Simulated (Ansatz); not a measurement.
# BH3Se (SMILES B[SeH]): single points off equilibrium

How do the functionals fare away from a minimum? The structure is a structure displaced at random from a GFN2-xTB minimum.

Program: Ansatz 0.2.0, Gaussian basis. Level of theory: single points in def2-TZVPP. These are calculated values, not measurements.

Correlated methods freeze the cores. Filled d shells of the heavier atoms are correlated.

**1. Starting geometry**

SMILES `B[SeH]`, 5 atoms, charge 0, spin multiplicity 1.

Atoms are counted from 1 here; the program's logs count them from 0.

Bond lengths: B1–Se2 1.829 Å, B1–H3 1.179 Å, B1–H4 1.057 Å, Se2–H5 1.534 Å. Angles: Se2–B1–H3 125.0°, Se2–B1–H4 115.9°, H3–B1–H4 119.1°, B1–Se2–H5 101.2°.

Coordinates:

```
atom     x (Å)     y (Å)     z (Å)
  B1  -0.07080  -0.60710   0.06950
 Se2   0.96960   0.85660  -0.27880
  H3  -1.21080  -0.57120   0.36620
  H4   0.41730  -1.54300   0.02000
  H5  -0.02710   1.99580  -0.02790
```

**2. CCSD(T)/def2-TZVPP**

Input file run/in.yaml:

```yaml
crystal:
  periodic: [false, false, false]
  atoms:
    - {symbol: B, position_ang: [-0.070800, -0.607100, 0.069500]}
    - {symbol: Se, position_ang: [0.969600, 0.856600, -0.278800]}
    - {symbol: H, position_ang: [-1.210800, -0.571200, 0.366200]}
    - {symbol: H, position_ang: [0.417300, -1.543000, 0.020000]}
    - {symbol: H, position_ang: [-0.027100, 1.995800, -0.027900]}
basis:
  gaussian: {orbitals: def2-TZVPP}
correlation: {method: ccsd_t}
output: {forces: true}
```

No record of the launch command was kept for these runs.

**3. PBE0-D4/def2-TZVPP**

run/in.yaml, as its differences from that of step 2:

```diff
@@ -10,3 +10,3 @@
   gaussian: {orbitals: def2-TZVPP}
-correlation: {method: ccsd_t}
-output: {forces: true}
+hamiltonian: {xc: pbe0, dispersion: d4}
+output: {forces: true, orbitals: {seedname: orbitals}}
```

**4. wB97M-V/def2-TZVPP**

run/in.yaml, as its differences from that of step 3:

```diff
@@ -10,3 +10,3 @@
   gaussian: {orbitals: def2-TZVPP}
-hamiltonian: {xc: pbe0, dispersion: d4}
-output: {forces: true, orbitals: {seedname: orbitals}}
+hamiltonian: {xc: {name: wB97M-V}}
+output: {forces: true}
```

**5. r2SCAN-D4/def2-TZVPP**

run/in.yaml, as its differences from that of step 4:

```diff
@@ -10,3 +10,3 @@
   gaussian: {orbitals: def2-TZVPP}
-hamiltonian: {xc: {name: wB97M-V}}
+hamiltonian: {xc: r2scan, dispersion: d4}
 output: {forces: true}
```

**6. PBE-D4/def2-TZVPP**

run/in.yaml, as its differences from that of step 5:

```diff
@@ -10,3 +10,3 @@
   gaussian: {orbitals: def2-TZVPP}
-hamiltonian: {xc: r2scan, dispersion: d4}
+hamiltonian: {xc: pbe, dispersion: d4}
 output: {forces: true}
```

**7. LC-wPBE/def2-TZVPP**

run/in.yaml, as its differences from that of step 6:

```diff
@@ -10,3 +10,3 @@
   gaussian: {orbitals: def2-TZVPP}
-hamiltonian: {xc: pbe, dispersion: d4}
+hamiltonian: {xc: {name: LC-wPBE}}
 output: {forces: true}
```

**8. revPBE-D4/def2-TZVPP**

run/in.yaml, as its differences from that of step 7:

```diff
@@ -10,3 +10,3 @@
   gaussian: {orbitals: def2-TZVPP}
-hamiltonian: {xc: {name: LC-wPBE}}
+hamiltonian: {xc: {name: revPBE}, dispersion: d4}
 output: {forces: true}
```

(Steps that only read results are left out.)

What does the calculation give? Wanted: energy less free atoms, CCSD(T)/def2-TZVPP; RMS force component; RMS force error; HOMO and LUMO, PBE0-D4; T1 diagnostic.

**Answer**, as computed:

| quantity | value |
| --- | --- |
| energy less free atoms, CCSD(T)/def2-TZVPP | -1420.1 kJ/mol |
| RMS force component | 1.639 to 1.694 eV/Å over the methods |
| RMS force error | PBE0-D4 0.096, wB97M-V 0.074, r2SCAN-D4 0.085, PBE-D4 0.177, LC-wPBE 0.175, revPBE-D4 0.174 eV/Å |
| HOMO and LUMO, PBE0-D4 | -8.06 and -1.32 eV |
| T1 diagnostic | 0.012 |

In words: Against CCSD(T) the functionals' energies less atoms differ by -49.0 to -9.2 kJ/mol, PBE-D4 by -48.0 kJ/mol. The reference is not at the basis limit: in triple zeta CCSD(T) underbinds, which counts against methods that bind more; the gaps are no ranking. The forces of wB97M-V come nearest to CCSD(T), those of PBE-D4 are farthest. Frozen-core CCSD(T) forces in triple zeta carry basis errors of their own, and this is one geometry, so small gaps rank nothing.
